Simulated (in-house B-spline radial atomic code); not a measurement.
**Ru⁶⁺: excited configurations**

Wanted: excitation energies of Ru⁶⁺ as differences of total energies (ΔSCF).

Program: in-house B-spline radial atomic code version 1. Level of theory: scalar-relativistic (spin-free one-electron X2C) revTPSS, spin-polarised, spherical fractional occupations, Fermi nucleus, basis-set limit. These are calculated values, not measurements, unless marked.

## 1. The system

- element: ruthenium (Z = 44)
- charge: +6
- electrons: 38
- configuration: [Kr] 4d2
- Hamiltonian: scalar-relativistic (X2C)
- nucleus: Fermi, rms radius 4.481 fm

Outer shells as boxes (Hund's rule):

[Kr] 4d2
```
[Kr] core
4d [↑ ][↑ ][  ][  ][  ]
```

Where spins are not typed, each open shell is filled with up spins first.

Input settings:

```ini
Z = 44
electrons = 38.0
configuration = [Kr] 4d2
hamiltonian = x2c
method = revtpss,revtpss
spin_polarised = True
nucleus = fermi
rms_radius = 4.4809
mass_number = 102
atomic_mass = 101.904340312
speed_of_light = 137.035999084
```

The reference is known from an earlier run: -4520.678437 hartree in all. Up to eight levels, counted from the top:

| orbital | occupation | energy (eV) | <r> (bohr) |
| --- | --- | --- | --- |
| 3p down | 3 | -539.01 | 0.4023 |
| 3d up | 5 | -364.54 | 0.3835 |
| 3d down | 5 | -364.10 | 0.3833 |
| 4s up | 1 | -164.04 | 0.9886 |
| 4s down | 1 | -162.00 | 0.9862 |
| 4p up | 3 | -132.36 | 1.065 |
| 4p down | 3 | -130.13 | 1.063 |
| 4d up | 2 | -84.981 | 1.258 |

## 2. 1s2 2s2 2p6 3s2 3p6 3d4,5 4s2 4p6 4d1,1 5f1,0

In configurations, two counts after a shell (as in p1,2) give the electrons with spin up and with spin down.

Settings: those of step 1 with these lines changed.

```diff
@@ -2,3 +2,3 @@
 electrons = 38.0
-configuration = [Kr] 4d2
+configuration = 1s2 2s2 2p6 3s2 3p6 3d4,5 4s2 4p6 4d1,1 5f1,0
 hamiltonian = x2c
```

The program writes no log. Results of the run, from its result record (rounded, main fields):

```text
status: converged
iterations: 8
energy [hartree]: {"total": -4507.64048114, "kinetic": 4692.21463444, "nuclear": -10741.8158194, "coulomb": 1670.9096833, "xc": -128.948979464}
orbitals [hartree, bohr; first row names the columns]:
  - ["name", "occ", "eps", "<r>"]
  - ["1s up", 1.0, -810.87921, 0.032903]
  - ["1s down", 1.0, -810.87983, 0.032903]
  - ["2s up", 1.0, -120.94171, 0.14508]
  - ["2s down", 1.0, -120.99747, 0.14513]
  - ["2p up", 3.0, -108.76695, 0.1267]
  - ["2p down", 3.0, -108.81186, 0.12675]
  - ["3s up", 1.0, -25.043838, 0.3988]
  - ["3s down", 1.0, -25.127551, 0.39847]
  - ["3p up", 3.0, -21.029724, 0.39846]
  - ["3p down", 3.0, -21.115135, 0.398]
  - ["3d up", 4.0, -14.651887, 0.37708]
  - ["3d down", 5.0, -14.749331, 0.37627]
  - ["4s up", 1.0, -6.5819568, 0.96086]
  - ["4s down", 1.0, -6.5886824, 0.9595]
  - ["4p up", 3.0, -5.3736858, 1.0274]
  - ["4p down", 3.0, -5.378353, 1.0259]
  - ["4d up", 1.0, -3.5508808, 1.184]
  - ["4d down", 1.0, -3.5533126, 1.1824]
  - ["5f up", 1.0, -1.1023576, 3.5345]
sum_r [bohr^k]: {"-1": 247.792, "1": 21.67401, "2": 29.93507}
energy_minus_base [hartree]: 13.0379557
```

Wall time 0.57 s (1 thread, shared host).

energy_minus_base is the energy less that of the reference run. Meta-GGA runs start from a PBE run whose iterations are not counted.

## 3. Run with 1s2 2s2 2p6 3s2 3p6 3d5,4 4s2 4p6 4d2,0 5s1,0

Settings: those of step 2 with these lines changed.

```diff
@@ -2,3 +2,3 @@
 electrons = 38.0
-configuration = 1s2 2s2 2p6 3s2 3p6 3d4,5 4s2 4p6 4d1,1 5f1,0
+configuration = 1s2 2s2 2p6 3s2 3p6 3d5,4 4s2 4p6 4d2,0 5s1,0
 hamiltonian = x2c
```

Main fields:

```text
status: converged
iterations: 8
energy [hartree]: {"total": -4509.13847312, "kinetic": 4693.83521809, "nuclear": -10751.3813588, "coulomb": 1677.56115003, "xc": -129.153482394}
orbitals [hartree, bohr; first row names the columns]:
  - ["name", "occ", "eps", "<r>"]
  - ["1s up", 1.0, -810.67832, 0.032903]
  - ["1s down", 1.0, -810.67504, 0.032903]
  - ["2s up", 1.0, -120.81706, 0.14514]
  - ["2s down", 1.0, -120.74404, 0.14508]
  - ["2p up", 3.0, -108.62848, 0.12676]
  - ["2p down", 3.0, -108.56932, 0.1267]
  - ["3s up", 1.0, -24.956413, 0.39857]
  - ["3s down", 1.0, -24.862872, 0.39883]
  - ["3p up", 3.0, -20.945593, 0.39815]
  - ["3p down", 3.0, -20.8468, 0.39849]
  - ["3d up", 5.0, -14.583398, 0.37652]
  - ["3d down", 4.0, -14.463462, 0.3771]
  - ["4s up", 1.0, -6.4689882, 0.96148]
  - ["4s down", 1.0, -6.3697439, 0.96067]
  - ["4p up", 3.0, -5.2640344, 1.0297]
  - ["4p down", 3.0, -5.158648, 1.0286]
  - ["4d up", 2.0, -3.4528267, 1.1932]
  - ["5s up", 1.0, -2.4680579, 2.0541]
sum_r [bohr^k]: {"-1": 248.0109, "1": 20.2322, "2": 20.42149}
energy_minus_base [hartree]: 11.5399637
```

It took 0.24 s on 1 thread, shared host.

## 4. 1s2 2s2 2p6 3s2 3p6 3d10 4s2 4p2,3 4d2,0 4f1,0

Settings: those of step 3 with these lines changed.

```diff
@@ -2,3 +2,3 @@
 electrons = 38.0
-configuration = 1s2 2s2 2p6 3s2 3p6 3d5,4 4s2 4p6 4d2,0 5s1,0
+configuration = 1s2 2s2 2p6 3s2 3p6 3d10 4s2 4p2,3 4d2,0 4f1,0
 hamiltonian = x2c
```

Main fields:

```text
status: converged
iterations: 8
energy [hartree]: {"total": -4517.34120931, "kinetic": 4701.4424005, "nuclear": -10794.0446191, "coulomb": 1705.55649863, "xc": -130.295489346}
orbitals [hartree, bohr; first row names the columns]:
  - ["name", "occ", "eps", "<r>"]
  - ["1s up", 1.0, -809.64724, 0.032902]
  - ["1s down", 1.0, -809.65507, 0.032902]
  - ["2s up", 1.0, -119.64592, 0.14514]
  - ["2s down", 1.0, -119.63617, 0.14514]
  - ["2p up", 3.0, -107.46597, 0.12676]
  - ["2p down", 3.0, -107.46273, 0.12674]
  - ["3s up", 1.0, -24.116309, 0.40155]
  - ["3s down", 1.0, -24.115478, 0.40151]
  - ["3p up", 3.0, -20.103852, 0.40198]
  - ["3p down", 3.0, -20.102012, 0.40192]
  - ["3d up", 5.0, -13.684862, 0.38277]
  - ["3d down", 5.0, -13.676796, 0.38271]
  - ["4s up", 1.0, -6.1952002, 0.98223]
  - ["4s down", 1.0, -6.1563644, 0.97742]
  - ["4p up", 2.0, -5.0239799, 1.0566]
  - ["4p down", 3.0, -4.9704056, 1.0502]
  - ["4d up", 2.0, -3.2699979, 1.2385]
  - ["4f up", 1.0, -1.6610622, 1.7894]
sum_r [bohr^k]: {"-1": 248.9773, "1": 19.64871, "2": 19.13694}
energy_minus_base [hartree]: 3.33722752
```

Wall time 0.26 s (1 thread, shared host).

## 5. 1s2 2s2 2p6 3s2 3p6 3d10 4s2 4p6 4d0,1 4f0,1

Settings: those of step 4 with these lines changed.

```diff
@@ -2,3 +2,3 @@
 electrons = 38.0
-configuration = 1s2 2s2 2p6 3s2 3p6 3d10 4s2 4p2,3 4d2,0 4f1,0
+configuration = 1s2 2s2 2p6 3s2 3p6 3d10 4s2 4p6 4d0,1 4f0,1
 hamiltonian = x2c
```

Main fields:

```text
status: converged
iterations: 8
energy [hartree]: {"total": -4519.09528905, "kinetic": 4703.32809781, "nuclear": -10800.6669822, "coulomb": 1708.69154124, "xc": -130.447945912}
orbitals [hartree, bohr; first row names the columns]:
  - ["name", "occ", "eps", "<r>"]
  - ["1s up", 1.0, -809.50914, 0.032902]
  - ["1s down", 1.0, -809.50878, 0.032902]
  - ["2s up", 1.0, -119.54269, 0.14514]
  - ["2s down", 1.0, -119.54935, 0.14515]
  - ["2p up", 3.0, -107.36229, 0.12676]
  - ["2p down", 3.0, -107.36749, 0.12676]
  - ["3s up", 1.0, -24.024395, 0.40157]
  - ["3s down", 1.0, -24.028672, 0.40161]
  - ["3p up", 3.0, -20.010569, 0.40201]
  - ["3p down", 3.0, -20.016468, 0.40209]
  - ["3d up", 5.0, -13.588534, 0.3828]
  - ["3d down", 5.0, -13.598611, 0.38298]
  - ["4s up", 1.0, -6.1010876, 0.98078]
  - ["4s down", 1.0, -6.1569084, 0.98364]
  - ["4p up", 3.0, -4.9207998, 1.055]
  - ["4p down", 3.0, -4.9853676, 1.0584]
  - ["4d down", 1.0, -3.2311427, 1.2434]
  - ["4f down", 1.0, -1.6329625, 1.8227]
sum_r [bohr^k]: {"-1": 249.1276, "1": 19.53141, "2": 18.85589}
energy_minus_base [hartree]: 1.58314778
```

Wall time 0.26 s (1 thread, shared host).

## 6. Configuration 1s2 2s2 2p6 3s2 3p6 3d10 4s2 4p6 4d1,1

Settings: those of step 5 with these lines changed.

```diff
@@ -2,3 +2,3 @@
 electrons = 38.0
-configuration = 1s2 2s2 2p6 3s2 3p6 3d10 4s2 4p6 4d0,1 4f0,1
+configuration = 1s2 2s2 2p6 3s2 3p6 3d10 4s2 4p6 4d1,1
 hamiltonian = x2c
```

Main fields:

```text
status: converged
iterations: 8
energy [hartree]: {"total": -4520.63545644, "kinetic": 4704.81588009, "nuclear": -10810.7586242, "coulomb": 1716.0420802, "xc": -130.734792493}
orbitals [hartree, bohr; up spins, the down spins are equal]:
  - ["name", "occ", "eps", "<r>"]
  - ["1s up", 1.0, -809.27493, 0.032902]
  - ["2s up", 1.0, -119.308, 0.14515]
  - ["2p up", 3.0, -107.12585, 0.12677]
  - ["3s up", 1.0, -23.827698, 0.40179]
  - ["3p up", 3.0, -19.814683, 0.40232]
  - ["3d up", 5.0, -13.390889, 0.3834]
  - ["4s up", 1.0, -5.994629, 0.9875]
  - ["4p up", 3.0, -4.8271132, 1.0642]
  - ["4d up", 1.0, -3.0839959, 1.2599]
sum_r [bohr^k]: {"-1": 249.3567, "1": 19.04827, "2": 16.98485}
energy_minus_base [hartree]: 0.0429803888
```

Run time: 0.23 s. Hardware: 1 thread, shared host.

## 7. The excitation energies

| net move | configuration | 2|M_S|+1 | energy above the reference (eV) | largest <r> (bohr) |
| --- | --- | --- | --- | --- |
| same shells, spins typed | 1s2 2s2 2p6 3s2 3p6 3d10 4s2 4p6 4d1,1 | 1 | 1.170 | 1.26 |
| 4d → 4f, spins typed | 1s2 2s2 2p6 3s2 3p6 3d10 4s2 4p6 4d0,1 4f0,1 | 3 | 43.080 | 1.82 |
| 4p → 4f, spins typed | 1s2 2s2 2p6 3s2 3p6 3d10 4s2 4p2,3 4d2,0 4f1,0 | 3 | 90.811 | 1.79 |
| 3d → 5s, spins typed | 1s2 2s2 2p6 3s2 3p6 3d5,4 4s2 4p6 4d2,0 5s1,0 | 5 | 314.02 | 2.05 |
| 3d → 5f, spins typed | 1s2 2s2 2p6 3s2 3p6 3d4,5 4s2 4p6 4d1,1 5f1,0 | 1 | 354.78 | 3.53 |

What this shows: The energies run from 1.170 eV (same shells, spins typed) to 354.78 eV (3d → 5f, spins typed). 2 of them lie more than 60 % above minus the reference's highest level (84.981 eV), in the range where a state can decay by emitting an electron. The reference has 2|M_S|+1 = 3; 3 of the configurations differ from it in spin. These are spherical averages at the typed spins, not spectroscopic levels.
